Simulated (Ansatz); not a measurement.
I need the interaction energy of a dimer with the counterpoise correction of BClH₂O, SMILES OBCl. Use Ansatz 0.2.0 through its Python package. Settings (for the species named): Hartree-Fock, def2-SVP basis, multiplicity 1.

```xyz
5

O    -0.8313   -0.6096   -0.4916
B     0.3774   -0.0778    0.0448
Cl    1.0258    1.5497   -0.5196
H    -1.4984   -0.2043    0.1085
H     0.9764   -0.7317    0.8165
```

Script `bclh2o_dimer.py`:
```python
"""Binding of a BClH2O dimer at a trial geometry."""

import ansatz

FIRST = [
    ("O", (-0.8413, -0.5949, -0.4833)),
    ("B", (0.3674, -0.0631, 0.0531)),
    ("Cl", (1.0158, 1.5644, -0.5113)),
    ("H", (-1.5084, -0.1896, 0.1168)),
    ("H", (0.9664, -0.717, 0.8248)),
]
SECOND = [
    ("O", (0.9153, 2.9211, -3.744)),
    ("B", (-0.0271, 3.5739, -2.8971)),
    ("Cl", (-1.8367, 3.3874, -3.1772)),
    ("H", (0.9977, 2.0478, -3.2966)),
    ("H", (0.3833, 4.2775, -2.0496)),
]

def energy(atoms, ghosts=()):
    molecule = ansatz.Crystal.molecule()
    for symbol, xyz in atoms:
        molecule = molecule.atom(symbol, xyz)
    calc = (
        molecule.calculation()
        .basis(gaussian="def2-SVP")
        .functional("hf")
    )
    deck = calc.input()
    if ghosts:
        deck = deck.set(ansatz.key.basis.gaussian.ghost_atoms, [{"symbol": s, "position_ang": list(xyz)} for s, xyz in ghosts])
    return ansatz.Session.from_dict(deck).plan().execute().report["free_energy_ev"]


def main() -> None:
    # monomers in their own basis and in the basis of the dimer
    both = energy(FIRST + SECOND)
    alone = energy(FIRST) + energy(SECOND)
    ghosted = energy(FIRST, SECOND) + energy(SECOND, FIRST)
    print(f"dimer {both:.6f} eV")
    print(f"interaction, uncorrected   {(both - alone):8.3f} eV")
    print(f"interaction, counterpoise  {(both - ghosted):8.3f} eV")
    print(f"basis-set superposition    {(alone - ghosted):8.3f} eV")


if __name__ == "__main__":
    main()
```

```console
$ python bclh2o_dimer.py
dimer -30479.826946 eV
interaction, uncorrected     -0.094 eV
interaction, counterpoise    -0.044 eV
basis-set superposition       0.050 eV
```

Uncorrected it is -0.094 eV, with the counterpoise correction -0.044 eV; the difference, 0.05 eV, is the superposition error.

Reading the output:
- Total energies depend on the basis set; only differences at equal settings carry meaning.
- The dimer is a generated trial pose of unrelaxed monomers, not a minimum, so the figure is no binding energy, and the basis set is small.
- Hartree-Fock leaves correlation out, so bond, atomisation and ionisation energies come out well too low.
- This level lacks the dispersion part of the attraction (electrostatics and induction are there), which can decide the sign where the interaction is weak.
- Finished in 3.2 s on 1 thread of Arm Neoverse V2 (shared host), peak memory 0.26 GiB.

(Lines on the test bed's own set-up are left out of the output.)
